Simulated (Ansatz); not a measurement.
Task: an active-space calculation of FGeHO, SMILES [OH][Ge][F], with the Python package of Ansatz (0.2.0). Give the script and its output. Level of theory: SC-NEVPT2, def2-SVP basis, multiplicity 1.

The script reads `fgeho.xyz`:
```text
4

O    -0.84160    0.30420   -0.60240
Ge   -0.24350   -0.46080    0.84300
F     1.35310   -1.03480    0.50390
H    -0.21250    1.13110   -0.76470
```

Script `cas.py`:
```python
"""Static correlation in FGeHO: natural occupations of an active space."""

import ansatz as az


def main() -> None:
    molecule = az.Crystal.molecule_from_extxyz("fgeho.xyz")

    job = (
        molecule.calculation()
        .basis(gaussian="def2-SVP")
        .correlation(active_electrons=4, active_orbitals=4)
    )
    for method in ["sc_nevpt2"]:
        rep = (job if method is None else job.correlation(method)).run().report
        space = rep["configurations"]
        state = space["states"][0]
        print(method or "casscf", f"total {rep['free_energy_ev'] / 27.211386246:.6f} Ha, active-space state {state['energy']['hartree']:.6f} Ha, mean field {rep['reference_energy_ev'] / 27.211386246:.6f} Ha")
        print("  determinants", state["n_determinants"], " natural occupations", [round(n, 3) for n in space["natural_occupations"]])


if __name__ == "__main__":
    main()
```

Output of `python cas.py`:
```text
RunWarning: the results are in doubt because another end's mean lies 0.337 eV lower, and its corrected mean 0.312 eV higher
sc_nevpt2 total -2250.467715 Ha, active-space state -2249.920956 Ha, mean field -2249.879431 Ha
  determinants 36  natural occupations [1.973, 1.934, 0.066, 0.027]
```
(Warnings from the package without file and line.)

Total energies depend on the basis set; only differences at equal settings carry meaning. The geometry is a force-field or estimated start, not a minimum of this method, and the basis set is short of its limit. The active space starts as a window about the frontier orbitals and is then optimised, not chosen by chemistry. A lower CASSCF solution was found and passed over, so the printed active-space state isn't the lowest. Timing: 9.7 s on 1 thread of Arm Neoverse V1, on a shared host, peak memory 0.19 GiB.

(Lines on the test bed's own set-up are left out of the output.)
